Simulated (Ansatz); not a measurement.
Consider a convergence test of the plane-wave cutoff of La3Ga, space group Pm-3m (the Python package of Ansatz (0.2.0)).

The script, `la3ga.py`:
```python
import csv
import warnings

import ansatz
from ase import Atoms

XC = 'r2scan'
KMESH = (4, 4, 4)
FILLING = 'fermi_dirac'
SMEARING_WIDTH = 0.1


def main() -> None:
    warnings.simplefilter('ignore', ansatz.DeckWarning)

    atoms = Atoms(
        ['La', 'La', 'La', 'Ga'],
        scaled_positions=[
            [0.0, 0.5, 0.5],
            [0.5, 0.5, 0.0],
            [0.5, 0.0, 0.5],
            [0.0, 0.0, 0.0],
        ],
        cell=[
            [4.930683, 0.0, 0.0],
            [0.0, 4.930683, 0.0],
            [0.0, 0.0, 4.930683],
        ],
        pbc=True,
    )
    system = ansatz.Crystal.from_ase(atoms)

    calc = system.calculation()
    calc = calc.functional(XC)
    calc = calc.kpoints(*KMESH, center='gamma').occupations(FILLING, width=SMEARING_WIDTH)
    calc = calc.forces()
    calc = calc.stress()

    rows = []
    for value in [300, 375, 450, 525]:
        r = calc.basis(value).run().report
        rows.append((value, r['free_energy_ev'] / len(r['lattice']['sites']), r['n_iterations'], sum(r['stress_gpa'][i][i] for i in range(3)) / 3, max(abs(f) for row in r['forces_ev_ang'] for f in row), r['n_pw']))

    with open('ecut.csv', 'w', newline='') as handle:
        writer = csv.writer(handle)
        writer.writerow(['cutoff (eV)', 'F/atom (eV)', 'iterations', 'P (GPa)', 'max component (eV/A)', 'plane waves'])
        writer.writerows([round(v, 5) if isinstance(v, float) else v for v in row] for row in rows)

    for row in rows[:-1]:
        shift = 1000 * (row[1] - rows[-1][1])
        print(f'{row[0]}: {shift:+.2f} meV/atom' + ('  (within 2 meV)' if abs(shift) < 2 else ''))


if __name__ == '__main__':
    main()
```

From which cutoff on is the energy per atom within 2 meV of the last row, and how does it get there?

From 450 eV on it stays within 2 meV an atom of the value at 525 eV; the first row (300 eV) is off by 69.3 meV and the last but one by 1.90 meV. The energy falls steadily, as expected when plane waves are added. The pressure moves from 0.34 to 0.25 GPa (the program's stress holds a Pulay correction, so it settles early). The last run costs about 2.0 times the first.

The run itself:

```console
$ python la3ga.py
300: +69.33 meV/atom
375: +4.11 meV/atom
450: +1.90 meV/atom  (within 2 meV)
```

`ecut.csv`, as written:
```csv
cutoff (eV),F/atom (eV),iterations,P (GPa),max component (eV/A),plane waves
300,-5646.32369,9,0.33738,0.0,1365
375,-5646.38892,9,0.26909,0.0,1935
450,-5646.39113,9,0.26194,0.0,2553
525,-5646.39303,9,0.25225,0.0,3239
```

Caveats:
- The mesh is modest for a metal, so energies can be off by several to tens of meV an atom and pressures by half a GPa or more; differences at equal mesh fare better.
- Forces vanish by symmetry here and test nothing.
- Pressure is positive in compression.
- This cell is a computed structure, which may not be the phase found in nature.
- Shifts are counted from the last row, which is itself no proven limit.
- The script silences the warnings on its input, which a real study should read.
- The whole script took 19 s on 1 thread of Intel(R) Xeon(R) Processor @ 2.30GHz, with other jobs on the host, peak memory 0.88 GiB.
